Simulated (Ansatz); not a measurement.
# PtF2: the cost of one run

Method: DFT PBE, scalar-relativistic, plane waves, PAW, in Ansatz 0.2.0.

3 further runs of the same task are left out: 1 that didn't finish, 2 set aside as unsound or not needed.

## 1. The system as given

It takes space group P4/mmm (No. 123, tetragonal). Conventional cell: a = 3.876 Å, b = 3.876 Å, c = 3.876 Å, α = 90.00°, β = 90.00°, γ = 90.00°. Pt (site symmetry 4/mmm) is surrounded by 4 F at 1.94 Å. F (site symmetry mmm) has 2 Pt at 1.94 Å as nearest neighbours.

As a file:

```xyz
3
Lattice="3.8760 0.0000 0.0000 0.0000 3.8760 0.0000 0.0000 0.0000 3.8760" Properties=species:S:1:pos:R:3 pbc="T T T"
Pt    0.0000    0.0000    0.0000
F     1.9380    0.0000    0.0000
F     0.0000    1.9380    0.0000
```

The cell is invented: ordered vacancies on the anion sites of rhenium trioxide (P4/mmm, No. 123). The dimensions are guesses.

## 2. A first look at the guess

Contents of input.yaml:

```yaml
crystal:
  lattice:
    - [3.876, 0.0, 0.0]
    - [0.0, 3.876, 0.0]
    - [0.0, 0.0, 3.876]
  atoms:
    - { symbol: Pt, position: [0.0, 0.0, 0.0] }
    - { symbol: F, position: [0.5, 0.0, 0.0] }
    - { symbol: F, position: [0.0, 0.5, 0.0] }
basis:
  ecutwfc: 420
kpoints:
  mp_grid: { grid: [4, 4, 4] }
hamiltonian:
  xc: pbe
scf:
  occupations: { method: gaussian, width: 0.1 }
  lower_state_search: "off"
output:
  forces: true
  stress: true
  eigenvalues: true
```

Launch:

```bash
$ ansatz run input.yaml --threads 1 --pin off --max-ram 2048MiB --backend cpu --events-out ev --progress --plain --runs-dir out
```

Q: Estimate wall time and peak memory on 1 thread of Arm Neoverse N1, shared host.

About 2.1 s, with a peak of 0.28 GiB.
